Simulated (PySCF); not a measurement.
# A diatomic session: TlIn+

An exercise on one series of results from a longer session: the logs are not shown, and one member is left open.

The runs use PySCF 2.14.0; Tl def2-SVP with ECP60, In def2-SVP with ECP28, scalar-relativistic core potentials.

Set-up of the first run:

Settings of the job:

| Quantity | Value |
| --- | --- |
| atoms | Tl, In |
| charge | 1 |
| basis | Tl def2-SVP with ECP60, In def2-SVP with ECP28 |
| Hamiltonian | scalar-relativistic core potentials |
| basis functions | 52 |
| electrons treated | 41 |
| masses in u | 204.9744, 114.9039 |
| levels | PBE0, PBE, r²SCAN, M06-L, M06-2X, TPSS, HF, MP2, SCS-MP2, CCSD, CCSD(T) |
| grid | 80 radial by 434 angular points |
| occupations | held fixed by the projection of orbital angular momentum |
| dissociation limit | Tl + In+, each in its ground configuration |
| starting distance in angstrom | 2.920 |
| values of 2S to try | 1, 3 |

On the command line:

```sh
> OMP_NUM_THREADS=1 python dia.py task.json out
```

Steps of the session up to this table: The job; The PBE0 curve of the state that the search chose; Other states along the same grid; PBE (GGA); r²SCAN (meta-GGA); M06-L (meta-GGA); M06-2X (hybrid meta-GGA); TPSS; UHF (mean field); MP2 and coupled cluster.

One of the session's tables, all rows but one given; the rest of the session is left out.

It belongs to the step «Constants by level of theory». Differences from CCSD(T) in the same basis:

```
      level  Re (mÅ)  ωe (%)
        UHF     +117    -8.8
    UHF-MP2       -2    -1.3
UHF-SCS-MP2      +33    -4.0
   UHF-CCSD      +12    -1.1
        PBE        ?       ?
       TPSS      +87   -14.1
     r²SCAN      +38    -7.8
      M06-L     +102   -11.3
       PBE0      +33    -6.4
     M06-2X      +44    -4.9
```

Estimate the missing values for PBE.

As computed: Re (mÅ): +104; ωe (%): -13.9. In the column «Re (mÅ)» it lies between M06-L (+102) and UHF (+117).
